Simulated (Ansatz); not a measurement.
Input of an Ansatz 0.2.0 run:

Contents of input.yaml:

```yaml
crystal:
  lattice:
    - [7.58666, -1.70971, -1.17576]
    - [7.58666, 1.70971, -1.17576]
    - [-2.02446, 0.0, 13.05155]
  atoms:
    - { symbol: Hf, position: [0.94514, 0.94514, 0.06144] }
    - { symbol: Hf, position: [0.60628, 0.60628, 0.28309] }
    - { symbol: Pd, position: [0.1792, 0.1792, 0.50964] }
    - { symbol: Pd, position: [0.32286, 0.32286, 0.74307] }
    - { symbol: Se, position: [0.92232, 0.92232, 0.84566] }
    - { symbol: Se, position: [0.78991, 0.78991, 0.588] }
    - { symbol: Br, position: [0.58645, 0.58645, 0.0452] }
    - { symbol: Br, position: [0.24604, 0.24604, 0.28651] }
    - { symbol: O, position: [0.59701, 0.59701, 0.42127] }
    - { symbol: O, position: [0.38554, 0.38554, 0.07302] }
    - { symbol: O, position: [0.03094, 0.03094, 0.22169] }
kpoints:
  mp_grid: { grid: [6, 6, 2] }
scf:
  occupations: { method: fermi_dirac, width: 0.05 }
hamiltonian:
  xc: pbe
  pseudopotentials: { kind: all_electron, lapw: { basis_error: 0.002 } }
output:
  forces: true
  stress: true
  eigenvalues: true
```

Potentials or basis: all-electron LAPW, scalar-relativistic.

Run with:

```bash
$ ansatz run input.yaml --threads 8 --pin off --max-ram 24576MiB --backend cpu --events-out ev --progress --plain --runs-dir out
```

Estimate the pressure.

0.0 GPa.

Estimate the largest force.

0.125 eV/Å.

What does it give for the band gap on the k mesh?

0.67 eV, indirect (least direct gap 0.67 eV).

Forces in eV/Å, atoms in the order of the input:
```
Hf   0.007  0.000  0.016
Hf   0.005  0.000  0.047
Pd  -0.017  0.000 -0.025
Pd   0.072  0.000  0.102
Se  -0.033  0.000 -0.025
Se  -0.011  0.000 -0.055
Br  -0.016  0.000 -0.018
Br  -0.001  0.000 -0.011
O    0.005  0.000 -0.012
O    0.000  0.000 -0.006
O   -0.009  0.000 -0.013
```

Caveat: spin-orbit coupling is left out, which moves the levels of the heavy elements. A k mesh can miss the band edges.
